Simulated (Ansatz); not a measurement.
# WF+ (quintet): the correlation ladder, def2-TZVPP

The task here is to estimate one member of a computed series from the others.

Program: Ansatz 0.2.0, Gaussian basis. Level of theory: def2-TZVPP, core rule «outside noble gas», up to 5 orbitals frozen. These are calculated values, not measurements.

To be run: UHF; CCSD(T) on ROHF; CCSD(T) on UHF; CCSDT(Q) on ROHF; CCSDT(Q) on UHF; CASSCF and MRCISD+Q, 12 electrons in 10 orbitals; CASSCF and NEVPT2, 12 electrons in 10 orbitals.

8 further runs of the same task are left out: 6 for a known fault of the program, 2 set aside as unsound or not needed.

## What is computed

The geometry is a PBE0/def2-TZVP stationary point (not a proven minimum) of the parent state, kept for this charge and spin. No spin-orbit coupling is included. Elements past krypton take def2 core potentials.

2 atoms, charge 1, spin multiplicity 5.

Atoms are counted from 1 here; the program's logs count them from 0.

Bond lengths: W1–F2 1.838 Å.

Set-up of the first run:

Contents of in.yaml:

```yaml
crystal:
  periodic: [false, false, false]
  atoms:
    - {symbol: W, position_ang: [0.000000, 0.000000, 0.000000]}
    - {symbol: F, position_ang: [0.000000, 0.000000, 1.838237]}
basis:
  gaussian: {orbitals: def2-TZVPP}
total_charge: 1
magnetization: {spin_polarized: true, initial_magnetization: 4}
hamiltonian: {xc: hf}
output: {orbitals: {seedname: orbitals}}
```

Started as:

```console
$ ansatz run in.yaml --threads 1 --pin off --events-out ev --progress --plain --max-ram 4096MiB --backend cpu
```

Steps of the session up to this table: UHF; CCSD(T) on ROHF; CCSD(T) on UHF; CCSDT(Q) on ROHF; CCSDT(Q) on UHF; CASSCF and MRCISD+Q, 12 electrons in 10 orbitals; CASSCF and NEVPT2, 12 electrons in 10 orbitals.

One table of the session follows, with a row left open; its other results are not shown here.

```
          method  from RCCSDT(Q) (meV)
            ROHF               +9630.8
             UHF               +9457.6
            RMP2                +458.8
            UMP2                +319.8
           RCCSD                +383.3
           UCCSD                     ?
        RCCSD(T)                 +13.9
        UCCSD(T)                -100.2
          RCCSDT                  -0.6
          UCCSDT                -114.3
       RCCSDT(Q)                     0
       UCCSDT(Q)                -135.6
  CASSCF valence               +7805.9
  NEVPT2 valence               +1251.9
  MRCISD valence                +542.6
MRCISD+Q valence                +101.8
```

**Question.** Estimate the row for UCCSD.

As computed: from RCCSDT(Q) (meV): +267.8. In the column «from RCCSDT(Q) (meV)» it lies between MRCISD+Q valence (+101.8) and UMP2 (+319.8).

Limits of these values: Restricted and unrestricted rows rest on different reference determinants; where their highest levels disagree by more than a few hundredths of an eV, they describe different states and don't form one ladder.
